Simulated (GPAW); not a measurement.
Runs of GPAW 26.7.0 on Al4Co3. The cell holds a slab with vacuum, 7 atoms: a = 2.819 Å, b = 2.819 Å, c = 23.458 Å, α = 90.00°, β = 90.00°, γ = 90.00°. 

```csv
task,level,potentials or basis,cell,series job,gap on the mesh (eV),moment (μB),largest force (eV/Å),work function (eV)
single point,WC,"PAW data sets generated in the run's folder for this functional, pw","the (1 0 0) slab of AlCo, cut from the database cell, not relaxed",-,none,1.07,0.70,3.97
single point,BEEF-vdW,"GPAW PAW data sets (gpaw-data 1.2.1), pw","the (1 0 0) slab of AlCo, cut from the database cell, not relaxed",-,none,1.25,0.71,(b)
single point,LDA,"the program's PAW data sets (release 1.2.1) made for this functional, pw","the (1 0 0) slab of AlCo, cut from the database cell, not relaxed",-,none,0.62,0.66,4.19
single point,revPBE,"the program's PAW data sets (release 1.2.1) made for this functional, pw","the (1 0 0) slab of AlCo, cut from the database cell, not relaxed",-,none,1.26,(a),3.78
```

Alike in all rows: spin collinear, ferromagnetic start; k mesh 9 × 9 × 1; cutoff (eV) 450; smearing fermi-dirac 0.05 eV.

Problem. Estimate the missing entries.

Solution. (a) 0.75; (b) 4.10.

Caveats: the PAW data sets were made with another functional, which shifts forces and pressure a little (some runs).

A gap of «none» marks a metal or a gap under the smearing width.

Runs at the PBE level aren't shown here.
